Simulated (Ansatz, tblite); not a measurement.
# RuO4(NH3) (H₃NO₄Ru): a ladder of methods and basis sets

An exercise on one series of results from a longer session: the logs are not shown, and one member is left open.

The runs use Ansatz 0.2.0, Gaussian basis; as each input shows.

The runs, in order: GFN1-xTB, GFN2-xTB, PBE-D4/def2-TZVP, r2SCAN-D4/def2-TZVP, BHLYP-D4/def2-TZVP, HF/def2-TZVP, PBE-QIDH/def2-TZVP, PBE-D4/def2-SVP, PBE0-D4/def2-SVP, PBE0-D4/def2-TZVPD, PBE-D4/def2-TZVPD, BHLYP-D4/def2-TZVPD, CCSD(T)/def2-SVP, MP2/def2-TZVP, RPA/def2-TZVP.

3 further runs of the same task are left out: 3 set aside as unsound or not needed. Runs told in other sessions of the task aren't counted.

## The geometry

The singlet was relaxed beforehand with PBE-D4/def2-SVP.

9 atoms, charge 0, spin multiplicity 1.

Bond lengths: Ru1–O2 1.700 Å, Ru1–N3 2.522 Å, Ru1–O7 1.707 Å, Ru1–O8 1.707 Å, Ru1–O9 1.707 Å, N3–H4 1.028 Å, N3–H5 1.028 Å, N3–H6 1.028 Å. Angles: O2–Ru1–N3 180.0°, O2–Ru1–O7 103.4°, O2–Ru1–O8 103.4°, O2–Ru1–O9 103.4°, N3–Ru1–O7 76.6°, N3–Ru1–O8 76.6°, N3–Ru1–O9 76.6°, O7–Ru1–O8 114.8°, O7–Ru1–O9 114.8°, O8–Ru1–O9 114.8°, Ru1–N3–H4 111.3°, Ru1–N3–H5 111.3°, Ru1–N3–H6 111.2°, H4–N3–H5 107.6°, H4–N3–H6 107.6°, H5–N3–H6 107.6°.

Formally the metal is d0. Ru takes a core potential in the def2 sets. No spin-orbit coupling is included.

PBE0-D4/def2-TZVP was run before; its log isn't repeated, and its numbers join the tables.

Set-up of the first run:

Tight binding, by tblite at 300 K electronic temperature and without a spin-polarisation term:

```python
tblite.interface.Calculator('GFN1-xTB', numbers, positions, charge=0, uhf=0).singlepoint()
```

Tight binding, by tblite at 300 K electronic temperature and without a spin-polarisation term:

```python
tblite.interface.Calculator('GFN2-xTB', numbers, positions, charge=0, uhf=0).singlepoint()
```

start.molden holds the orbitals of an earlier run on this state, given as this run's starting guess.

File in.yaml:

```yaml
crystal:
  periodic: [false, false, false]
  atoms:
    - {symbol: Ru, position_ang: [-0.000166, 0.002007, 1.188246]}
    - {symbol: O, position_ang: [-0.001026, 0.004772, 2.887904]}
    - {symbol: N, position_ang: [0.000744, -0.002284, -1.333567]}
    - {symbol: H, position_ang: [0.513246, -0.812120, -1.706329]}
    - {symbol: H, position_ang: [0.444550, 0.846067, -1.708766]}
    - {symbol: H, position_ang: [-0.957137, -0.042523, -1.705344]}
    - {symbol: O, position_ang: [1.660278, 0.013951, 0.793398]}
    - {symbol: O, position_ang: [-0.841130, 1.432863, 0.789882]}
    - {symbol: O, position_ang: [-0.819349, -1.442723, 0.794586]}
basis:
  gaussian: {orbitals: def2-TZVP, initial_orbitals: start.molden}
hamiltonian: {xc: pbe, dispersion: d4}
scf: {omitted_lower_state_checks: [starts]}
output: {orbitals: {seedname: orbitals}}
```

Started as:

```console
$ ansatz run in.yaml --threads 4 --pin off --events-out ev --progress --plain --max-ram 4787MiB
```

Steps of the session up to this table: PBE-D4/def2-TZVP; r2SCAN-D4/def2-TZVP; BHLYP-D4/def2-TZVP; HF/def2-TZVP; PBE-QIDH/def2-TZVP; PBE-D4/def2-SVP; PBE0-D4/def2-SVP; PBE0-D4/def2-TZVPD; PBE-D4/def2-TZVPD; BHLYP-D4/def2-TZVPD; CCSD(T)/def2-SVP; MP2/def2-TZVP; RPA/def2-TZVP.

One table of the session follows, with a row left open; its other results are not shown here.

It belongs to the step «Binding energy». 

| level | binding an atom (eV) |
| --- | --- |
| HF/def2-SVP | 0.706 |
| HF/def2-TZVP | 0.768 |
| PBE-D4/def2-SVP | 4.043 |
| PBE-D4/def2-TZVP | 4.013 |
| PBE-D4/def2-TZVPD | ? |
| r2SCAN-D4/def2-TZVP | 3.742 |
| PBE0-D4/def2-SVP | 3.429 |
| PBE0-D4/def2-TZVP | 3.429 |
| PBE0-D4/def2-TZVPD | 3.433 |
| BHLYP-D4/def2-TZVP | 2.809 |
| BHLYP-D4/def2-TZVPD | 2.815 |
| MP2/def2-SVP | 3.984 |
| MP2/def2-TZVP | 4.218 |
| CCSD/def2-SVP | 2.908 |
| CCSD(T)/def2-SVP | 3.284 |

**Question.** Estimate the row for PBE-D4/def2-TZVPD.

The run gave: binding an atom (eV): 4.012. In the column «binding an atom (eV)» it lies between MP2/def2-SVP (3.984) and PBE-D4/def2-TZVP (4.013).

To keep in mind: Free atoms were run apart at each level; binding is atoms less cluster, divided by the number of atoms, without zero-point or spin-orbit terms.
